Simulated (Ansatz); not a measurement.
**Ru (sc type): how the settings move a single-point run**

Aim: see which settings change the result for Ru (sc type), by how much, and at what cost.

Program: Ansatz 0.2.0. Level of theory: reference: DFT, LDA, PAW with Ansatz's default frozen-core files, scalar-relativistic. These are calculated values, not measurements.

1 further run of the same task is left out (set aside as unsound or not needed). Runs told in other sessions of the task aren't counted.

## 1. Starting point

Symmetry: Pm-3m, No. 221, cubic system. The conventional cell has a = 2.239 Å, b = 2.239 Å, c = 2.239 Å, α = 90.00°, β = 90.00°, γ = 90.00°. Ru (site symmetry m-3m) is surrounded by 6 Ru at 2.24 Å.

As a file:

```
CELL_PARAMETERS angstrom
2.23898 0.00000 0.00000
0.00000 2.23898 0.00000
0.00000 0.00000 2.23898
ATOMIC_POSITIONS crystal
Ru 0.00000 0.00000 0.00000
```

## 2. Reference

File input.yaml:

```yaml
crystal:
  lattice:
    - [2.2389796063, 0.0, 0.0]
    - [0.0, 2.2389796063, 0.0]
    - [0.0, 0.0, 2.2389796063]
  atoms:
    - { symbol: Ru, position: [0.0, 0.0, 0.0] }
kpoints:
  mp_grid: { grid: [17, 17, 17] }
scf:
  occupations: { method: fermi_dirac, width: 0.1 }
hamiltonian:
  xc: lda
  pseudopotentials: { kind: paw }
output:
  forces: true
  stress: true
  eigenvalues: true
  populations: true
  write_density: true
  write_potential: true
  elf: true
  volumetric_format: npy
```

Run with:

```sh
$ ansatz run input.yaml --threads 1 --pin off --max-ram 2048MiB --backend cpu --events-out ev --progress --plain --runs-dir out
```

From the output:

```text
[...]
Basis set: ecut = 420 eV, 203 PW (Γ)
[...]
k-points: 165 of 4913
[...]
SCF iter   1: F=—  HF=-5755.798134 eV  |F-HF|=—  |Δ(HF+E_count)|=         —  Δρ=2.23e-2  dr2=4.16e-2  ethr=1.77e-3  ⟨swp⟩=5.1  Hψ=11267  notcnv=0
preconditioner: auto → none  [metal: Δε(μ)=0.048 eV  Ē_g=13.760 eV  σ=0.100 eV  W_gap=0.12  n_scr=6 (ndim 8)  ℏωp=31.3 eV  f_vac=0.000  D(μ)=0.85/eV (n_scr^D=6)  sad-step TF]
SCF iter   2: F=—  HF=-5755.787301 eV  |F-HF|=—  |Δ(HF+E_count)|=   1.08e-2  Δρ=1.11e-2  dr2=1.04e-2  ethr=2.60e-4  ⟨swp⟩=1.6  Hψ=3462  notcnv=0
[...]
SCF iter   5: F=-5755.786110 eV  HF=-5755.786110 eV  |F-HF|=6.59e-8  |Δ(HF+E_count)|=   4.26e-7  Δρ=3.06e-5  dr2=7.84e-8  ethr=2.37e-8  ⟨swp⟩=2.3  Hψ=3108  notcnv=0
SCF iter   6: F=-5755.786110 eV  HF=-5755.786110 eV  |F-HF|=1.12e-10  |Δ(HF+E_count)|=   3.36e-8  Δρ=9.00e-7  dr2=4.95e-11  ethr=4.90e-10  ⟨swp⟩=5.5  Hψ=11825  notcnv=0
[...]
SCF converged after 6 iterations
Free energy (F): -5755.786110 eV
[...]
E sigma→0 (E₀):  -5755.771794 eV
[...]
Fermi energy:    29.648639 eV
[...]
  P = ⅓ Tr σ = 145.4816 GPa (1454.816 kbar)
[...]
```

Run time: 2.6 s. Hardware: 1 thread of Arm Neoverse V1, shared host; peak memory 0.27 GiB.

## 3. Changed: lower_state_search standard

input.yaml, as its differences from that of step 2:

```diff
@@ -11,2 +11,3 @@
   occupations: { method: fermi_dirac, width: 0.1 }
+  lower_state_search: standard
 hamiltonian:
```

Run with:

```sh
$ ansatz run input.yaml --threads 1 --pin off --max-ram 2048MiB --backend cpu --events-out ev --progress --plain --runs-dir out
```

Output, shortened:

```text
[...]
Pseudopotentials: kind: paw
Pseudopotential: Ru, paw, valence charge 16, recommended cutoff 420 eV (normal)
Functional definition: SPW92
[...]
Crystal: 1 atoms, lattice volume = 11.224 Å³
Basis set: ecut = 420 eV, 203 PW (Γ)
Bands: 12, of which v1, the nominal top of the filled ones, is band 8 counted from 1 (7 counted from 0)
Symmetry: 48 space group operations
Space group: Pm-3m (ITA 221), of the structure as read, at distance tolerance 2.2e-5 Å
k-points: 165 of 4913
[...]
SCF iter   1: F=—  HF=-5755.798134 eV  |F-HF|=—  |Δ(HF+E_count)|=         —  Δρ=2.23e-2  dr2=4.16e-2  ethr=1.77e-3  ⟨swp⟩=5.1  Hψ=11267  notcnv=0
[...]
SCF iter   6: F=-5755.786110 eV  HF=-5755.786110 eV  |F-HF|=1.12e-10  |Δ(HF+E_count)|=   3.36e-8  Δρ=9.00e-7  dr2=4.95e-11  ethr=4.90e-10  ⟨swp⟩=5.5  Hψ=11825  notcnv=0
[...]
SCF converged after 6 iterations
Free energy (F): -5755.786110 eV
[...]
E sigma→0 (E₀):  -5755.771794 eV
Entropy (-TS):   -0.028632 eV (-28.632 meV/atom)
Fermi energy:    29.648639 eV
[...]
--- Forces (eV/Å), atoms counted from 1 ---
  atom   1  Ru     0.00000000     0.00000000     0.00000000
[...]
--- Stress (GPa, compression-positive) ---
      145.481636       0.000000       0.000000
       -0.000000     145.481636       0.000000
        0.000000       0.000000     145.481636
  P = ⅓ Tr σ = 145.4816 GPa (1454.816 kbar)
--- Band table (eV; the first three rows and the last of 165) ---
  k-point 0: bands = ["-44.4234", "-12.8880", "-12.8880", "-12.8880", "20.4034", "21.1461", "21.1461", "32.3913", "32.3913", "32.3913", "48.6496", "48.6496"]
[...]
--- Löwdin populations: 1 site ---
  site symbol       q [e]
     0     Ru     15.9388
  spilling = 0.003826 (of n_electrons = 16.000000)
```

Run time: 2.3 s. Hardware: 1 thread of Arm Neoverse V1, shared host; peak memory 0.27 GiB.

The changed input (search for lower states) leaves the energy the same to the digits printed.

## 4. Side by side

```csv
run,ending,energy change,pressure (GPa),gap (eV),force (eV/Å),cycles,time
reference,converged,0,145.5,0.00,0.00,6,2.6 s
1: lower_state_search standard,converged,0.0 meV/atom,145.5,0.00,0.00,6,2.3 s
```

Residual by cycle in the longest SCF loop of each run; runs are numbered as in the table. The quantity is the density residual dr2, in eV.

```csv
cycle,reference,run 1
1,0.0416,0.0416
2,0.0104,0.0104
3,6.4e-5,6.4e-5
4,3.8e-6,3.8e-6
5,7.8e-8,7.8e-8
6,4.9e-11,4.9e-11
```

What this shows: The changed input (search for lower states) leaves the energy the same to the digits printed. The structure is not at rest: the sound run finds 145 GPa, so these are no properties of the relaxed crystal. 
